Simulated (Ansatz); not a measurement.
# F₂H₈O₂Si₂: search for a transition state

Aim: find the saddle point of a ligand exchange through a proton shuttle that is to form Si1–O7, H6–O9, Si2–H8 and break Si1–Si2, H6–O7, H8–O9, prove it by its vibrations, and relax downhill on both sides to see what it joins.

Computed with Ansatz 0.2.0, Gaussian basis. Level: PBE0-D4, def2-SVP first, then def2-TZVP.

190 further runs of the same task are left out: 190 set aside as unsound or not needed. Runs told in other sessions of the task aren't counted.

**1. Starting geometry**

The guess: 14 atoms, charge 0, spin multiplicity 1.

Atoms are counted from 1 here; the program's logs count them from 0.

Bond lengths: Si1–F3 1.610 Å, Si1–F4 1.656 Å, Si1–H5 1.452 Å, Si1–O7 1.839 Å, Si2–H10 1.470 Å, Si2–H11 1.462 Å, Si2–H12 1.478 Å, H6–O9 1.162 Å, O7–H13 0.957 Å, O9–H14 0.962 Å. Angles: F3–Si1–F4 91.9°, F3–Si1–H5 124.8°, F3–Si1–O7 88.8°, F4–Si1–H5 92.1°, F4–Si1–O7 178.1°, H5–Si1–O7 86.1°, H10–Si2–H11 104.9°, H10–Si2–H12 109.2°, H11–Si2–H12 103.7°, Si1–O7–H13 119.3°, H6–O9–H14 108.8°.

Coordinates:

```tsv
atom	x (Å)	y (Å)	z (Å)
Si1	-1.1635	-0.1627	-0.5024
Si2	0.2091	-0.5392	1.5787
F3	-1.5734	-1.6499	-0.9649
F4	-2.4153	-0.0953	0.5797
H5	-1.5968	1.0580	-1.1593
H6	1.0680	0.6215	-1.2637
O7	0.1983	-0.1941	-1.7372
H8	0.7824	0.7793	0.3761
O9	1.5701	1.3127	-0.4758
H10	0.0727	0.4326	2.6733
H11	-0.5748	-1.6977	2.0055
H12	1.5969	-1.0461	1.5504
H13	0.5439	-1.0368	-2.0319
H14	1.2824	2.2178	-0.6285
```

Distances that are to change: Si1–O7 1.84 Å, H6–O9 1.16 Å, Si2–H8 1.87 Å, Si1–Si2 2.52 Å, H6–O7 1.28 Å, H8–O9 1.28 Å.

**2. Constrained relaxation of the guess**

hold/in.yaml reads:

```yaml
crystal:
  periodic: [false, false, false]
  atoms:
    - {symbol: Si, position_ang: [-1.163500, -0.162700, -0.502400]}
    - {symbol: Si, position_ang: [0.209100, -0.539200, 1.578700]}
    - {symbol: F, position_ang: [-1.573400, -1.649900, -0.964900]}
    - {symbol: F, position_ang: [-2.415300, -0.095300, 0.579700]}
    - {symbol: H, position_ang: [-1.596800, 1.058000, -1.159300]}
    - {symbol: H, position_ang: [1.068000, 0.621500, -1.263700]}
    - {symbol: O, position_ang: [0.198300, -0.194100, -1.737200]}
    - {symbol: H, position_ang: [0.782400, 0.779300, 0.376100]}
    - {symbol: O, position_ang: [1.570100, 1.312700, -0.475800]}
    - {symbol: H, position_ang: [0.072700, 0.432600, 2.673300]}
    - {symbol: H, position_ang: [-0.574800, -1.697700, 2.005500]}
    - {symbol: H, position_ang: [1.596900, -1.046100, 1.550400]}
    - {symbol: H, position_ang: [0.543900, -1.036800, -2.031900]}
    - {symbol: H, position_ang: [1.282400, 2.217800, -0.628500]}
basis:
  gaussian: {orbitals: def2-SVP}
hamiltonian: {xc: pbe0, dispersion: d4}
relax: {f_tol: 0.04, max_steps: 150, escape_saddle: false, constraints: [{distance: [0, 6]}, {distance: [5, 8]}, {distance: [1, 7]}, {distance: [0, 1]}, {distance: [5, 6]}, {distance: [7, 8]}]}
```

Launch:

```bash
$ ansatz run in.yaml --threads 4 --pin off --events-out ev --progress --plain --max-ram 41984MiB --backend cpu
```

The runs that follow: Force constants to start from; Saddle search in the small basis; Saddle search in triple zeta; Vibrations at the point found; Relaxing after a step of 0.30 Å one way along the mode; Relaxing after a step of 0.30 Å the other way along the mode.

**Question.** What will these runs give? Wanted: imaginary mode; barrier from the start side; barrier from the end side; energy of the step; pairs that change; zero-point energy at the saddle.

As calculated:

| quantity | value |
| --- | --- |
| imaginary mode | 1064i cm⁻¹ |
| barrier from the start side | 38.7 kcal/mol |
| barrier from the end side | 60.8 kcal/mol |
| energy of the step | -22.1 kcal/mol |
| pairs that change | Si1–O7 formed, Si2–H8 formed, H6–O9 formed, Si1–Si2 broken, H6–O7 broken, H8–O9 broken |
| zero-point energy at the saddle | 2.308 eV |

What this shows: The point has a single imaginary mode (1064i cm⁻¹), as a transition state must. Going downhill both ways gives the intended start and end. At PBE0-D4/def2-TZVP the electronic barrier is 38.7 kcal/mol, about 65 kT at 298 K, and the step runs 22.1 kcal/mol downhill. The barrier is thin enough for tunnelling; the leading (Wigner) term alone is a factor of 2.1 at 298 K. A step off the saddle overshot and began above it in energy, so the link to its end is likely but not proven. Lower complexes than these ends may exist.
